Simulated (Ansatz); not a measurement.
# B₃H₃O: how energies converge with the basis set

How large a basis does B₃H₃O need? Two functionals are run in growing sets.

Program: Ansatz 0.2.0, Gaussian basis. Level of theory: one geometry, several basis sets. These are calculated values, not measurements.

The runs, in order: PBE0-D4/def2-SVP; ωB97M-V/def2-SVP; PBE0-D4/def2-QZVPP; ωB97M-V/def2-QZVPP; the functionals' def2-TZVPP values are taken from earlier runs.

### Step 1. Structure used throughout

An earlier PBE0-D4 in a triple-zeta def2 set relaxation fixed the geometry.

SMILES `BB1BO1`, 7 atoms, charge 0, spin multiplicity 1.

Atoms are counted from 1 here; the program's logs count them from 0.

Bond lengths: B1–B2 1.627 Å, B1–H5 1.197 Å, B1–H6 1.197 Å, B2–B3 1.589 Å, B2–O4 1.397 Å, B3–O4 1.362 Å, B3–H7 1.184 Å. Angles: B2–B1–H5 121.2°, B2–B1–H6 121.2°, H5–B1–H6 117.4°, B1–B2–B3 164.5°, B1–B2–O4 141.7°, B3–B2–O4 53.8°, B2–B3–O4 55.9°, B2–B3–H7 173.6°, O4–B3–H7 130.6°, B2–O4–B3 70.3°.

### Step 2. PBE0-D4 in def2-SVP

File in.yaml:

```yaml
crystal:
  periodic: [false, false, false]
  atoms:
    - {symbol: B, position_ang: [-1.081293, 0.916098, -0.477629]}
    - {symbol: B, position_ang: [0.037317, -0.139669, 0.052118]}
    - {symbol: B, position_ang: [1.397584, -0.859234, 0.449070]}
    - {symbol: O, position_ang: [0.163748, -1.410879, 0.616706]}
    - {symbol: H, position_ang: [-1.408559, 0.946411, -1.628501]}
    - {symbol: H, position_ang: [-1.520829, 1.765800, 0.241637]}
    - {symbol: H, position_ang: [2.473132, -1.286627, 0.700900]}
basis:
  gaussian: {orbitals: def2-SVP}
hamiltonian: {xc: pbe0, dispersion: d4}
output: {orbitals: {seedname: orbitals}}
```

On the command line:

```
$ ansatz run in.yaml --threads 2 --pin off --events-out ev --progress --plain --max-ram 4352MiB
```

After this run come: ωB97M-V in def2-SVP; PBE0-D4 in def2-QZVPP; ωB97M-V in def2-QZVPP.

Q: Predict the results of all the runs planned. Wanted: PBE0-D4: double and triple zeta above quadruple; ωB97M-V: double and triple zeta above quadruple.

**Answer**, as computed:

```
                                       quantity          value
PBE0-D4: double and triple zeta above quadruple  4.92, 0.25 eV
ωB97M-V: double and triple zeta above quadruple  5.09, 0.23 eV
```

What this shows: PBE0-D4 gains 4.67 eV from double to triple zeta, then 0.25 eV more. These are total energies; as a rule much of such shifts cancels in differences, which this series doesn't test.
